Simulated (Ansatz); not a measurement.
Consider a test of the smearing width of Mg3Zr, space group Fm-3m (the Ansatz DFT code, driven from Python).

Script `smear_mg3zr.py`:
```python
"""Smearing width test for Mg3Zr."""

import ansatz as az
import pandas as pd

structure = (
    az.Lattice.from_parameters(4.985923, 4.985923, 4.985923, alpha=60.0, beta=60.0, gamma=60.0)
    .atom("Mg", (0.0, 0.0, 0.0))
    .atom("Mg", (0.25, 0.25, 0.25))
    .atom("Mg", (0.75, 0.75, 0.75))
    .atom("Zr", (0.5, 0.5, 0.5))
)

setup = (
    structure.calculation()
    .functional("LDA")
    .pseudopotentials("paw")
    .kpoints(6, 6, 6)
    .forces()
    .stress()
)

rows = []
for value in [0.5, 0.3, 0.2, 0.1]:
    rep = setup.occupations("cold", width=value).run(threads=1, pin="off").report
    rows.append((value, rep["free_energy_ev"] / len(rep["lattice"]["sites"]), rep["n_iterations"], sum(rep["stress_gpa"][i][i] for i in range(3)) / 3, max(abs(f) for row in rep["forces_ev_ang"] for f in row), rep["n_kpoints"]))

table = pd.DataFrame(rows, columns=["width (eV)", "F/atom (eV)", "iterations", "P (GPa)", "max force (eV/A)", "k-points"])
print(table.round(5).to_string(index=False))

# the last row is the reference
for row in rows[:-1]:
    shift = 1000 * (row[1] - rows[-1][1])
    print(f"{row[0]}: {shift:+.2f} meV/atom" + ("  (within 2 meV)" if abs(shift) < 2 else ""))
```

How much does the free energy per atom change between the narrowest and the widest smearing, and why?

Going from 0.1 to 0.5 eV changes F by -4.5 meV an atom. This scheme is built to cancel the term in the square of the width, so the shifts stay small and are partly the mesh's error. The pressure moves from -3.50 to -3.41 GPa.

The run itself:

```console
$ python smear_mg3zr.py
DeckWarning: basis.ecutwfc = 420 eV, auto-derived from the records' recommended cutoffs: set by Mg (normal level)
 width (eV)  F/atom (eV)  iterations  P (GPa)  max force (eV/A)  k-points
        0.5  -2445.44160           6 -3.40623               0.0        16
        0.3  -2445.43873           6 -3.36911               0.0        16
        0.2  -2445.43779           6 -3.41369               0.0        16
        0.1  -2445.43706           6 -3.50475               0.0        16
0.5: -4.54 meV/atom
0.3: -1.67 meV/atom  (within 2 meV)
0.2: -0.73 meV/atom  (within 2 meV)
```
(Warnings from the package without file and line.)

Caveats:
- Spin is left out of this run.
- The mesh is modest for a metal, so energies can be off by several to tens of meV an atom and pressures by half a GPa or more; differences at equal mesh fare better.
- Forces vanish by symmetry here and test nothing.
- The narrowest width needs the finest mesh, so the last row is no converged reference.
- Pressure is positive in compression.
- This cell is a computed structure, which may not be the phase found in nature.
- Cost: of the order of 7 core-seconds.

(Lines on the test bed's own set-up are left out of the output.)
